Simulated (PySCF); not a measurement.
# C5H5BS: the cost of one run

The runs use PySCF 2.14.0, with density-fitted response routines of our own; the level of theory stands in each step. All values are computed, except where a source is named. Atoms count from 0, in the outputs and in this text.

### 1 Starting geometry

12 atoms, charge 0, multiplicity 1; geometry from: GFN2-xTB. The atoms were then displaced at random by about 0.01 Å, so the start is not that level's minimum.

Bonds of the start (Å): C0–C1 1.22, C1–C2 1.37, C2–C3 1.17, C3–B4 1.53, B4–S5 1.77, S5–C6 1.82, C0–H7 1.05, B4–H8 1.16, C6–H9 1.09, C6–H10 1.10, C6–H11 1.08.

### 2 Optimising the geometry at PBE0-D3(BJ)/def2-SVP

The job: settings as JSON, then the geometry in Å.

```
{"job": {"xc": "PBE0", "basis": "def2-SVP", "d3": "d3bj", "grid": 1, "shake": 0.01, "kind": "geom"}, "charge": 0, "multiplicity": 1}
C      4.259850     1.434860    -1.536470
C      3.110790     1.163720    -1.213410
C      1.835790     0.837830    -0.847360
C      0.755230     0.548670    -0.510340
B     -0.673310     0.182580    -0.116630
S     -0.912460    -0.939520     1.232510
C     -2.721260    -1.059400     1.335370
H      5.230180     1.719690    -1.834390
H     -1.606760     0.641720    -0.634020
H     -3.148380    -0.078120     1.549540
H     -2.973330    -1.738810     2.157950
H     -3.116650    -1.447330     0.408220
```

Command:

```console
OMP_NUM_THREADS=1 python probes_run.py task.json out
```

This one command runs all jobs of the session in turn.

**Question.** How long does this first job take on 1 thread of Arm Neoverse V1, shared host, and how much memory does it need?

About 57 s, with a peak of 0.51 GiB.
